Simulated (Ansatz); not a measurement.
# I: pressure up to the limit of the methods

An exercise on one series of results from a longer session: the logs are not shown, and one member is left open.

Method: DFT LDA, with the methods named in each step, in Ansatz 0.2.0.

1 further run of the same task is left out (it didn't finish). Runs told in other sessions of the task aren't counted.

## The starting structure

Symmetry: Pm-3m, No. 221, cubic system. The conventional cell has a = 3.324 Å, b = 3.324 Å, c = 3.324 Å, α = 90.00°, β = 90.00°, γ = 90.00°. Around I (site symmetry m-3m) lie 6 I at 3.32 Å.

Coordinates:

```cif
data_structure
_symmetry_space_group_name_H-M 'Pm-3m'
_symmetry_Int_Tables_number 221
_cell_length_a 3.3238
_cell_length_b 3.3238
_cell_length_c 3.3238
_cell_angle_alpha 90.000
_cell_angle_beta 90.000
_cell_angle_gamma 90.000
_cell_volume 36.72
loop_
_atom_site_label
_atom_site_type_symbol
_atom_site_symmetry_multiplicity
_atom_site_Wyckoff_symbol
_atom_site_fract_x
_atom_site_fract_y
_atom_site_fract_z
_atom_site_occupancy
I1 I 1 a 0.00000 0.00000 0.00000 1
```

The file gives the conventional cell by its symmetry; the runs use the cell typed in the input.

Whether this phase is the stable one at these pressures isn't tested.

The first run:

input.yaml

```yaml
crystal:
  lattice:
    - [3.323794954, 0.0, 0.0]
    - [0.0, 3.323794954, 0.0]
    - [0.0, 0.0, 3.323794954]
  atoms:
    - { symbol: I, position: [0.0, 0.0, 0.0] }
kpoints:
  mp_grid: { grid: [13, 13, 13] }
scf:
  occupations: { method: fermi_dirac, width: 0.05 }
hamiltonian:
  xc: lda
  pseudopotentials: { kind: paw }
output:
  forces: true
  stress: true
  write_density: true
  write_potential: true
  elf: true
  volumetric_format: npy
relax:
  f_tol: 0.005
  max_steps: 40
  cell: {}
```

Command:

```
$ ansatz run input.yaml --threads 1 --pin off --max-ram 2048MiB --backend cpu --events-out ev --progress --plain --runs-dir out
```

Steps of the session up to this table: Cell relaxed at zero pressure, PAW; Volume scaled by 1, PAW; Volume scaled by 0.88, PAW; Volume scaled by 0.78, PAW; Volume scaled by 0.68, PAW; Volume scaled by 0.58, PAW; Volume scaled by 0.5, PAW; Volume scaled by 0.43, PAW; Volume scaled by 0.43, PAW (level accurate).

One table of the session follows, with a row left open; its other results are not shown here.

| method | volume over the first | volume (Å³/atom) | pressure (GPa) |
| --- | --- | --- | --- |
| PAW | 1 | 37.377 | 0.01 |
| PAW | 0.88 | ? | ? |
| PAW | 0.78 | 29.154 | 15.81 |
| PAW | 0.68 | 25.416 | 34.13 |
| PAW | 0.58 | 21.679 | 64.27 |
| PAW | 0.5 | 18.688 | 106.11 |
| PAW | 0.43 | 16.072 | 172.36 |
| PAW (level accurate) | 0.43 | 16.072 | 172.53 |

Estimate the missing values for PAW, 0.88.

As computed: volume (Å³/atom): 32.892; pressure (GPa): 6.02. In the column «volume (Å³/atom)» it lies between PAW, 0.78 (29.154) and PAW, 1 (37.377).
